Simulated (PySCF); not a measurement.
# NBF3H3 in PySCF: notebook

The runs below take NBF3H3 through atomic charges, with PBE, B97-D+D3, TASK, TPSS+D3, r2SCAN0.

All numbers are computed with PySCF 2.14.0; they aren't measurements. Logs are shortened: lines on timing, memory, paths and dates and some standing lists are left out, and cuts for length are marked.

## (1) The molecule as given

The cell holds a molecule in a box, 8 atoms: a = 12.000 Å, b = 12.000 Å, c = 13.000 Å, α = 90.00°, β = 90.00°, γ = 90.00°.

## (2) Atomic charges, PBE

File run.py:

```python
import json
import numpy as np
from pyscf.pbc import gto, scf, dft, df

cell = gto.Cell()
cell.a = '''
 12.0000000000    0.0000000000    0.0000000000
  0.0000000000   12.0000000000    0.0000000000
  0.0000000000    0.0000000000   13.0000000000'''
cell.atom = '''
N    5.3907999600    5.7950000400    7.2982999700
B    6.4241000400    5.8860999600    5.9844999500
F    7.4136999600    4.9869999600    6.2745000500
F    5.6412000000    5.5353000000    4.9187000200
F    6.8361999600    7.1907000000    5.9731999600
H    4.6122999600    6.4347000000    7.1746000300
H    5.8863000000    6.0420000000    8.1492999900
H    5.0283000000    4.8513000000    7.3918999700'''
cell.unit = 'A'
cell.basis = 'cc-pvdz'
cell.exp_to_discard = 0
cell.precision = 1e-08
cell.max_memory = 2520  # MB
cell.verbose = 4
cell.build()

res = {}
kpts = cell.make_kpts([1, 1, 1])
mf = dft.KRKS(cell, kpts, xc='pbe')
mf = mf.density_fit()
mf.with_df._cderi_to_save = 'cderi.h5'
mf.with_df.build(j_only=False)
mf.conv_tol = 1e-07
mf.max_cycle = 60

mf.kernel()
res.update(converged=bool(mf.converged), e_tot=mf.e_tot, nelec=cell.nelectron, nao=cell.nao, mesh=list(map(int, cell.mesh)), a=cell.lattice_vectors().tolist(), coords=cell.atom_coords().tolist(),
           mo_energy=[np.real(x).tolist() for x in mf.mo_energy], mo_occ=[np.real(x).tolist() for x in mf.mo_occ])
res.update(kpts=cell.get_scaled_kpts(kpts).tolist())
res['parts'] = {k: float(np.real(v)) for k, v in mf.scf_summary.items() if np.isscalar(v)}
json.dump(res, open('results.json', 'w'))
if not mf.converged:
    raise SystemExit('SCF not converged')

print('levels (eV)')
for i, kp in enumerate(res['kpts'][:40]):
    print('k %7.4f %7.4f %7.4f  ' % tuple(kp), ' '.join('%.3f' % (x * 27.211386) for x in res['mo_energy'][i][:26]))

# Mulliken populations
dm, s = np.asarray(mf.make_rdm1()), np.asarray(mf.get_ovlp())
sites = cell.aoslice_by_atom()[:, 2:]
tot = np.einsum('kij,kji->i', dm, s).real / len(kpts)
res['mulliken'] = [cell.atom_charge(i) - tot[a0:a1].sum() for i, (a0, a1) in enumerate(sites)]
print('Mulliken charges', np.round(res['mulliken'], 5))
res['meta_lowdin'] = mf.mulliken_meta()[1].tolist()

# density on a uniform mesh
grids = dft.gen_grid.UniformGrids(cell)
grids.mesh = [61, 61, 67]
grids.build()
ni = dft.numint.KNumInt()
rho = [ni.get_rho(cell, x, grids, kpts) for x in [dm]]
np.save('rho.npy', np.reshape(rho, (-1, *grids.mesh)))
res['done'] = True
json.dump(res, open('results.json', 'w'))
```

Potentials or basis: cc-pvdz (all-electron).

The run is started by

```console
> OMP_NUM_THREADS=2 python -u run.py > log
```

The program printed:

```text
Discarded 0 diffused primitive functions, 0 contracted functions

PySCF version 2.14.0

[INPUT] verbose = 4
[INPUT] num. atoms = 8
[INPUT] num. electrons = 42
[INPUT] charge = 0
[INPUT] spin (= nelec alpha-beta = 2S) = 0
[INPUT] symmetry False subgroup None
[INPUT] Mole.unit = A
[INPUT] Symbol           X                Y                Z      unit          X                Y                Z       unit  Magmom
[INPUT]  1 N      5.390799960000   5.795000040000   7.298299970000 AA   10.187135516716  10.950962967444  13.791788118221 Bohr   0.0
[INPUT]  2 B      6.424100040000   5.886099960000   5.984499950000 AA   12.139789672407  11.123116866213  11.309065897973 Bohr   0.0
[INPUT]  3 F      7.413699960000   4.986999960000   6.274500050000 AA   14.009862494099   9.424064107617  11.857086663070 Bohr   0.0
[INPUT]  4 F      5.641200000000   5.535300000000   4.918700020000 AA   10.660323013896  10.460201017305   9.294995926693 Bohr   0.0
[INPUT]  5 F      6.836199960000   7.190700000000   5.973199960000 AA   12.918545657163  13.588453643910  11.287712011663 Bohr   0.0
[INPUT]  6 H      4.612299960000   6.434700000000   7.174600030000 AA    8.715983728742  12.159820693739  13.558029109996 Bohr   0.0
[INPUT]  7 H      5.886300000000   6.042000000000   8.149299990000 AA   11.123494887027  11.417725244622  15.399945088021 Bohr   0.0
[INPUT]  8 H      5.028300000000   4.851300000000   7.391899970000 AA    9.502109872151   9.167628348102  13.968666483481 Bohr   0.0

nuclear repulsion = 86.2744055398234
number of shells = 34
number of NR pGTOs = 151
number of NR cGTOs = 85
basis = cc-pvdz
ecp = {}
lattice vectors  a1 [22.676713495, 0.000000000, 0.000000000]
                 a2 [0.000000000, 22.676713495, 0.000000000]
                 a3 [0.000000000, 0.000000000, 24.566439619]
dimension = 3
low_dim_ft_type = None
Cell volume = 12632.9
exp_to_discard = 0
rcut = 24.518313901648384 (nimgs = [2 2 1])
precision = 1e-08
pseudo = None
ke_cutoff = 807245.0759017873
    = [9173 9173 9937] mesh (836138222473 PWs)

******** <class 'pyscf.pbc.df.df.GDF'> ********
auxbasis = None
exp_to_discard = 0
len(kpts) = 1
Drop 0 primitive fitting functions
make aux basis, num shells = 147, num cGTOs = 419
auxcell.rcut 17.28938656081145

******** <class 'pyscf.pbc.df.rsdf_builder._RSGDFBuilder'> ********
mesh = [31 31 33] (31713 PWs)
ke_cutoff = 8.37308052122691
omega = 0.35993537168619194
exclude_d_aux = True
exclude_dd_block = True
j2c_eig_always = False
has_long_range = True

******** <class 'pyscf.pbc.dft.krks.KRKS'> ********
method = KRKS
initial guess = minao
damping factor = 0
level_shift factor = 0
DIIS = <class 'pyscf.scf.diis.CDIIS'>
diis_start_cycle = 1
diis_space = 8
diis_damp = 0
SCF conv_tol = 1e-07
SCF conv_tol_grad = None
SCF max_cycles = 60
direct_scf = True
direct_scf_tol = 1e-13

******** PBC SCF flags ********
N kpts = 1
Exchange divergence treatment (exxdiv) = ewald
    madelung (= occupied orbital energy shift) = 0.12155911601066506
    Total energy shift due to Ewald probe charge = -1/2 * Nelec*madelung = -2.55274143622
DF object = <pyscf.pbc.df.df.GDF object>
XC functionals = pbe
small_rho_cutoff = 0
radial grids:
    Treutler-Ahlrichs [JCP 102, 346 (1995); DOI:10.1063/1.469408] (M4) radial grids

becke partition: Becke, JCP 88, 2547 (1988); DOI:10.1063/1.454033
pruning grids: <function nwchem_prune>
grids dens level: 3
symmetrized grids: False
atomic radii adjust function: <function treutler_atomic_radii_adjust>
Set gradient conv threshold to 0.000316228

******** <class 'pyscf.pbc.df.rsdf_builder._RSNucBuilder'> ********
mesh = [43 43 47] (86903 PWs)
ke_cutoff = 16.92809565338868
omega = 0.5174598520920043
exclude_d_aux = False
exclude_dd_block = True
j2c_eig_always = False
has_long_range = True
tot grids = 100157
cell vol = 12632.8822  sum(weights) = 12659.1315
nelec by numeric integration = 42.000006521083634
init E= -381.295007013797
  HOMO = -0.366655499176  LUMO = 0.0212636775671  gap/eV = 10.55582
nelec by numeric integration = 42.00000548268255
cycle= 1 E= -380.638507142581  delta_E= 0.656  |g|= 0.861  |ddm|= 2.57
  HOMO = -0.125888517306  LUMO = -0.00651615308995  gap/eV = 3.24829
nelec by numeric integration = 42.0000013048589
cycle= 2 E= -380.423535815757  delta_E= 0.215  |g|= 1.47  |ddm|=  1.4
  HOMO = -0.259870487749  LUMO = -0.00348446248565  gap/eV = 6.97662
nelec by numeric integration = 42.00000376854173
cycle= 3 E= -380.760933809419  delta_E= -0.337  |g|= 0.0829  |ddm|= 0.872
  HOMO = -0.264295900162  LUMO = -0.00524754658409  gap/eV = 7.04906
nelec by numeric integration = 42.00000357111719
cycle= 4 E= -380.762166385012  delta_E= -0.00123  |g|= 0.0364  |ddm|= 0.0811
  HOMO = -0.265083436515  LUMO = -0.00242900978987  gap/eV = 7.14719
nelec by numeric integration = 42.000003717222256
cycle= 5 E= -380.762414170832  delta_E= -0.000248  |g|= 0.00999  |ddm|= 0.0273
  HOMO = -0.264178520238  LUMO = -0.00289088724179  gap/eV = 7.11000
nelec by numeric integration = 42.00000368260468
cycle= 6 E= -380.76243677908  delta_E= -2.26e-05  |g|= 0.000862  |ddm|= 0.00824
  HOMO = -0.264217861106  LUMO = -0.00296184666035  gap/eV = 7.10914
nelec by numeric integration = 42.00000368310888
cycle= 7 E= -380.762436878547  delta_E= -9.95e-08  |g|= 0.000109  |ddm|= 0.000552
  HOMO = -0.264238105419  LUMO = -0.00296213601454  gap/eV = 7.10968
nelec by numeric integration = 42.00000368338321
Extra cycle  E= -380.762436876422  delta_E= 2.12e-09  |g|= 0.000161  |ddm|= 0.000155
converged SCF energy = -380.762436876422
levels (eV)
k  0.0000  0.0000  0.0000   -658.699 -658.696 -658.692 -383.022 -179.115 -29.003 -27.873 -27.869 -23.803 -13.759 -13.759 -12.986 -11.376 -10.844 -10.841 -8.417 -8.415 -7.828 -7.825 -7.785 -7.190 -0.081 1.775 1.780 5.114 5.605
Mulliken charges [ 0.09011  0.01324 -0.16235 -0.16204 -0.16215  0.1279   0.12751  0.12777]
 ** Mulliken pop on meta-lowdin orthogonal AOs **
 ** Mulliken pop  **
pop of  0 N 1s            1.99990
pop of  0 N 2s            1.29806
pop of  0 N 3s            0.00266
pop of  0 N 2px           1.34227
pop of  0 N 2py           1.26059
pop of  0 N 2pz           1.39286
pop of  0 N 3px           0.00349
pop of  0 N 3py           0.00472
pop of  0 N 3pz           0.00273
pop of  0 N 3dxy          0.00207
pop of  0 N 3dyz          0.00051
pop of  0 N 3dz^2         0.00191
pop of  0 N 3dxz          0.00076
pop of  0 N 3dx2-y2       0.00068
pop of  1 B 1s            1.99951
pop of  1 B 2s            0.61469
pop of  1 B 3s            0.01763
pop of  1 B 2px           0.57127
pop of  1 B 2py           0.55658
pop of  1 B 2pz           0.58043
pop of  1 B 3px           0.02772
pop of  1 B 3py           0.03709
pop of  1 B 3pz           0.02188
pop of  1 B 3dxy          0.00498
pop of  1 B 3dyz          0.00578
pop of  1 B 3dz^2         0.00429
pop of  1 B 3dxz          0.00520
pop of  1 B 3dx2-y2       0.00603
pop of  2 F 1s            1.99997
pop of  2 F 2s            1.79190
pop of  2 F 3s            0.00234
pop of  2 F 2px           1.81057
pop of  2 F 2py           1.82932
pop of  2 F 2pz           1.89372
pop of  2 F 3px           0.00075
pop of  2 F 3py           0.00062
pop of  2 F 3pz           0.00086
pop of  2 F 3dxy          0.00175
pop of  2 F 3dyz          0.00036
pop of  2 F 3dz^2         0.00052
pop of  2 F 3dxz          0.00045
pop of  2 F 3dx2-y2       0.00059
pop of  3 F 1s            1.99997
pop of  3 F 2s            1.79193
pop of  3 F 3s            0.00234
pop of  3 F 2px           1.84511
pop of  3 F 2py           1.89430
pop of  3 F 2pz           1.79396
pop of  3 F 3px           0.00064
pop of  3 F 3py           0.00080
pop of  3 F 3pz           0.00079
pop of  3 F 3dxy          0.00032
pop of  3 F 3dyz          0.00064
pop of  3 F 3dz^2         0.00089
pop of  3 F 3dxz          0.00151
pop of  3 F 3dx2-y2       0.00030
pop of  4 F 1s            1.99997
pop of  4 F 2s            1.79194
pop of  4 F 3s            0.00234
pop of  4 F 2px           1.88726
pop of  4 F 2py           1.74454
pop of  4 F 2pz           1.90166
pop of  4 F 3px           0.00090
pop of  4 F 3py           0.00040
pop of  4 F 3pz           0.00093
pop of  4 F 3dxy          0.00102
pop of  4 F 3dyz          0.00051
pop of  4 F 3dz^2         0.00062
pop of  4 F 3dxz          0.00009
pop of  4 F 3dx2-y2       0.00143
pop of  5 H 1s            0.73038
pop of  5 H 2s            0.01156
pop of  5 H 2px           0.00093
pop of  5 H 2py           0.00073
pop of  5 H 2pz           0.00056
pop of  6 H 1s            0.73071
pop of  6 H 2s            0.01155
pop of  6 H 2px           0.00089
pop of  6 H 2py           0.00021
pop of  6 H 2pz           0.00113
pop of  7 H 1s            0.73050
pop of  7 H 2s            0.01155
pop of  7 H 2px           0.00039
pop of  7 H 2py           0.00138
pop of  7 H 2pz           0.00045
 ** Mulliken atomic charges  **
charge of    0N =     -0.31321
charge of    1B =      0.54692
charge of    2F =     -0.33372
charge of    3F =     -0.33350
charge of    4F =     -0.33360
charge of    5H =      0.25585
charge of    6H =      0.25552
charge of    7H =      0.25573
```

Wall time 27 s (2 threads of Intel Xeon at 2.70GHz, shared host); peak memory 1.9 GiB.

Results:

```yaml
Free_energy: -10361.0737 eV
Gap_between_the_frontier_levels: 7.11 eV
Meta-löwdin_charges: N -0.31; B +0.55; F -0.33; H +0.26 e
```

Caveat: this is a molecule in a periodic box at the Γ point, so its band gap is the HOMO-LUMO gap; population charges move with the basis; the basis of atomic orbitals isn't converged, which shifts pressures, moduli and gaps.

## (3) Atomic charges, B97-D+D3

Edit run.py of step 2 so:

```diff
@@ -27,7 +27,11 @@
 res = {}
+from pyscf.dispersion import dftd3
+d = dftd3.DFTD3Dispersion(cell, xc='b97d', version='d3zero', atm=False).get_dispersion(grad=True)
+print('dispersion energy = %.10f' % d['energy'])
+res['e_disp'] = float(d['energy'])
+
 kpts = cell.make_kpts([1, 1, 1])
-mf = dft.KRKS(cell, kpts, xc='pbe')
+mf = dft.KRKS(cell, kpts, xc='GGA_XC_B97_D')
 mf = mf.density_fit()
-mf.with_df._cderi_to_save = 'cderi.h5'
-mf.with_df.build(j_only=False)
+mf.with_df._cderi = 'cderi.h5'  # three-centre integrals saved by an earlier run on this cell, basis and mesh
 mf.conv_tol = 1e-07
@@ -55,10 +59,2 @@
 res['meta_lowdin'] = mf.mulliken_meta()[1].tolist()
-
-# density on a uniform mesh
-grids = dft.gen_grid.UniformGrids(cell)
-grids.mesh = [61, 61, 67]
-grids.build()
-ni = dft.numint.KNumInt()
-rho = [ni.get_rho(cell, x, grids, kpts) for x in [dm]]
-np.save('rho.npy', np.reshape(rho, (-1, *grids.mesh)))
 res['done'] = True
```

Potentials or basis: cc-pvdz (all-electron).

The run is started by

```console
> OMP_NUM_THREADS=2 python -u run.py > log
```

Run time: 15 s. Hardware: 2 threads of Intel Xeon at 2.70GHz, shared host; peak memory 1.9 GiB.

It converged, with:

```yaml
Free_energy: -10366.4769 eV
Gap_between_the_frontier_levels: 7.39 eV
Meta-löwdin_charges: N -0.32; B +0.61; F -0.35; H +0.25 e
Dispersion_energy_per_atom: -0.026 eV
```

Levels at points of the mesh, in eV from the valence-band top:
```csv
k point,band 17,band 18,band 19,band 20,band 21,band 22,band 23,band 24,band 25,band 26
"(0.00, 0.00, 0.00)",-1.20,-0.62,-0.62,-0.56,0.00,7.39,9.20,9.21,12.65,13.15
```

Caveat: this is a molecule in a periodic box at the Γ point, so its band gap is the HOMO-LUMO gap; the energy listed adds the dispersion energy to the SCF energy of the log; population charges move with the basis; the basis of atomic orbitals isn't converged, which shifts pressures, moduli and gaps.

## (4) Atomic charges, TASK

Edit run.py of step 3 so:

```diff
@@ -27,9 +27,4 @@
 res = {}
-from pyscf.dispersion import dftd3
-d = dftd3.DFTD3Dispersion(cell, xc='b97d', version='d3zero', atm=False).get_dispersion(grad=True)
-print('dispersion energy = %.10f' % d['energy'])
-res['e_disp'] = float(d['energy'])
-
 kpts = cell.make_kpts([1, 1, 1])
-mf = dft.KRKS(cell, kpts, xc='GGA_XC_B97_D')
+mf = dft.KRKS(cell, kpts, xc='MGGA_X_TASK,LDA_C_PW')
 mf = mf.density_fit()
```

The run is started by

```console
> OMP_NUM_THREADS=2 python -u run.py > log
```

Run time: 17 s. Hardware: 2 threads of Intel Xeon at 2.70GHz, shared host; peak memory 1.9 GiB.

The run converged. Its results:

```
Free energy                     : -10373.4777 eV
Gap between the frontier levels : 10.19 eV
Meta-löwdin charges             : N -0.35; B +0.71; F -0.38; H +0.26 e
```

Levels at points of the mesh, in eV from the valence-band top:
```
           k point  band 18  band 19  band 20  band 21  band 22  band 23
(0.00, 0.00, 0.00)    -0.63    -0.63    -0.44     0.00    10.19    11.88
```

Caveat: this is a molecule in a periodic box at the Γ point, so its band gap is the HOMO-LUMO gap; population charges move with the basis; the basis of atomic orbitals isn't converged, which shifts pressures, moduli and gaps.

## (5) Atomic charges, TPSS+D3

Edit run.py of step 4 so:

```diff
@@ -27,4 +27,9 @@
 res = {}
+from pyscf.dispersion import dftd3
+d = dftd3.DFTD3Dispersion(cell, xc='tpss', version='d3zero', atm=False).get_dispersion(grad=True)
+print('dispersion energy = %.10f' % d['energy'])
+res['e_disp'] = float(d['energy'])
+
 kpts = cell.make_kpts([1, 1, 1])
-mf = dft.KRKS(cell, kpts, xc='MGGA_X_TASK,LDA_C_PW')
+mf = dft.KRKS(cell, kpts, xc='tpss')
 mf = mf.density_fit()
```

The run is started by

```console
> OMP_NUM_THREADS=2 python -u run.py > log
```

It took 19 s on 2 threads of Intel Xeon at 2.70GHz, shared host; peak memory 1.9 GiB.

It converged, with:

- Free energy: -10372.7936 eV
- Gap between the frontier levels: 7.56 eV
- Meta-löwdin charges: N -0.31; B +0.59; F -0.35, -0.34; H +0.25 e
- Dispersion energy per atom: -0.011 eV

Levels at points of the mesh, in eV from the valence-band top:
| k point | band 17 | band 18 | band 19 | band 20 | band 21 | band 22 | band 23 | band 24 | band 25 | band 26 |
| --- | --- | --- | --- | --- | --- | --- | --- | --- | --- | --- |
| (0.00, 0.00, 0.00) | -1.22 | -0.63 | -0.63 | -0.57 | 0.00 | 7.56 | 9.42 | 9.43 | 12.72 | 13.24 |

Caveat: this is a molecule in a periodic box at the Γ point, so its band gap is the HOMO-LUMO gap; the energy listed adds the dispersion energy to the SCF energy of the log; population charges move with the basis; the basis of atomic orbitals isn't converged, which shifts pressures, moduli and gaps.

(Continued in part 2 of 2.)
